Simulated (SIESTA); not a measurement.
Ba3PbO:

```
Pb Ba O
1.0
     5.45900    0.00000    0.00000
     0.00000    5.45900    0.00000
     0.00000    0.00000    5.45900
Pb Ba O
1 3 1
Cartesian
  0.0000 0.0000 0.0000
  2.7295 2.7295 0.0000
  2.7295 0.0000 2.7295
  0.0000 2.7295 2.7295
  2.7295 2.7295 2.7295
```

| Quantity | Value |
| --- | --- |
| Program | SIESTA 5.4.2 |
| Task | single point |
| Functional | PBEsol |
| Potentials or basis | PseudoDojo 0.4 standard (PBEsol files) |
| Basis | DZP (energy shift 0.003 Ry; two zetas on semicore shells; d shell added on Ba) |
| Grid cutoff | 800 Ry |
| Energy shift | 0.003 Ry |
| k mesh | 5 × 5 × 5 |
| Occupations | fermi-dirac, width 0.05 eV |
| Spin | no spin polarisation |

On this cell: pressure -0.5 GPa; largest force zero by symmetry; band gap on the k mesh none (metal or under the smearing width).

The same run follows on a disturbed copy (atoms moved at random, drawn with an rms of 0.05 Å):

```xyz
5
Lattice="5.4590 0.0000 0.0000 0.0000 5.4590 0.0000 0.0000 0.0000 5.4590" Properties=species:S:1:pos:R:3 pbc="T T T"
Pb   -0.0179   -0.0139   -0.0031
Ba    2.7216    2.6987    0.0454
Ba    2.7640   -0.0162    2.7680
Ba    0.0126    2.7505    2.7335
O     2.7429    2.7327    2.7281
```

Q: What changes?

A: The energy (extrapolated to zero smearing) moves by +1.1 meV/atom; pressure -0.5 GPa; largest force 0.150 eV/Å; band gap on the k mesh none (metal or under the smearing width).

Forces in eV/Å, atoms in the order of the input:
```
Pb   0.047  0.012  0.041
Ba   0.007  0.005 -0.150
Ba  -0.040  0.060  0.005
Ba  -0.006 -0.050  0.043
O   -0.007 -0.027  0.061
```

Caveats: this set's barium file shifts pressures by up to 1 GPa against other sets; the basis of atomic orbitals isn't converged, which shifts pressures, moduli and gaps.
